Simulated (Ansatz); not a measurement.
# C4H12BN: geometry at several levels

Wanted for C4H12BN: geometry at several levels.

Method: the levels named in each step, in Ansatz 0.2.0.

## (1) The starting structure

Bond lengths (14 of 18 bonds, heavy atoms first): B1–N2 1.633 Å, N2–C3 1.461 Å, C3–C4 1.534 Å, C4–C5 1.541 Å, N2–C6 1.461 Å, C5–C6 1.534 Å, B1–H7 1.192 Å, B1–H8 1.194 Å, B1–H9 1.193 Å, N2–H10 1.016 Å, C3–H11 1.091 Å, C3–H12 1.089 Å, C4–H13 1.088 Å, C4–H14 1.090 Å. Angles (14 of 36 angles, heavy atoms first): B1–N2–C3 115.0°, B1–N2–C6 115.0°, C3–N2–C6 103.7°, N2–C3–C4 105.3°, C3–C4–C5 104.3°, C4–C5–C6 104.3°, N2–C6–C5 105.3°, B1–N2–H10 105.0°, C3–N2–H10 109.0°, C6–N2–H10 109.0°, N2–B1–H7 105.7°, N2–B1–H8 105.6°, N2–B1–H9 106.3°, N2–C3–H11 107.2°.

As a file:

```xyz
18

B     2.2856   -0.3651    0.0258
N     0.6612   -0.4301   -0.1244
C    -0.0818   -0.2796    1.1240
C    -1.5358   -0.0334    0.7024
C    -1.4262    0.5479   -0.7204
C     0.0818    0.5876   -0.9981
H     2.7185   -0.5127   -1.0752
H     2.5772   -1.2618    0.7581
H     2.5360    0.7065    0.4860
H     0.4699   -1.3488   -0.5142
H     0.3296    0.5884    1.6425
H     0.0480   -1.1536    1.7600
H    -2.0346    0.6501    1.3865
H    -2.0998   -0.9666    0.6949
H    -1.9353   -0.0945   -1.4394
H    -1.8667    1.5403   -0.7921
H     0.5105    1.5476   -0.7050
H     0.3407    0.3985   -2.0386
```

## (2) A rough first relaxation, PBE-D4/def2-SVP

The input, input.yaml:

```yaml
crystal:
  periodic: [false, false, false]
  atoms:
    - { symbol: B, position_ang: [2.28556, -0.36515, 0.02578] }
    - { symbol: "N", position_ang: [0.66115, -0.43012, -0.12443] }
    - { symbol: C, position_ang: [-0.08176, -0.27955, 1.12401] }
    - { symbol: C, position_ang: [-1.53585, -0.03339, 0.70235] }
    - { symbol: C, position_ang: [-1.42621, 0.54794, -0.72035] }
    - { symbol: C, position_ang: [0.08178, 0.58758, -0.99814] }
    - { symbol: H, position_ang: [2.7185, -0.51273, -1.07517] }
    - { symbol: H, position_ang: [2.57722, -1.26185, 0.75815] }
    - { symbol: H, position_ang: [2.53603, 0.70647, 0.48596] }
    - { symbol: H, position_ang: [0.46989, -1.34883, -0.51417] }
    - { symbol: H, position_ang: [0.32965, 0.58838, 1.64248] }
    - { symbol: H, position_ang: [0.04796, -1.15362, 1.76003] }
    - { symbol: H, position_ang: [-2.03462, 0.65009, 1.38647] }
    - { symbol: H, position_ang: [-2.09979, -0.96661, 0.69486] }
    - { symbol: H, position_ang: [-1.93532, -0.09453, -1.4394] }
    - { symbol: H, position_ang: [-1.86674, 1.54028, -0.79211] }
    - { symbol: H, position_ang: [0.51055, 1.54757, -0.70496] }
    - { symbol: H, position_ang: [0.34069, 0.39854, -2.03861] }
basis:
  gaussian: { orbitals: def2-SVP }
hamiltonian:
  xc: pbe
  dispersion: d4
relax:
  f_tol: 0.03
  max_steps: 200
```

Started as:

```sh
> ansatz run input.yaml --threads 4 --pin off --max-ram 10240MiB --backend cpu --events-out ev --progress --plain --runs-dir out
```

Further steps of the session: Relaxation, HF/STO-3G; Relaxation, HF/6-31G*; Relaxation, LDA/def2-SVP; Relaxation, PBE-D4/def2-SVP.

Before running it: what results should come out? Wanted: B1–N2 at PBE-D4/def2-SVP; N2–C3 at PBE-D4/def2-SVP; N2–C6 at PBE-D4/def2-SVP.

As calculated:

| quantity | value |
| --- | --- |
| B1–N2 at PBE-D4/def2-SVP | 1.626 Å |
| N2–C3 at PBE-D4/def2-SVP | 1.491 Å |
| N2–C6 at PBE-D4/def2-SVP | 1.491 Å |

What this shows: The B–N distance spreads over 0.069 Å, from LDA/def2-SVP (shortest) to HF/6-31G*.
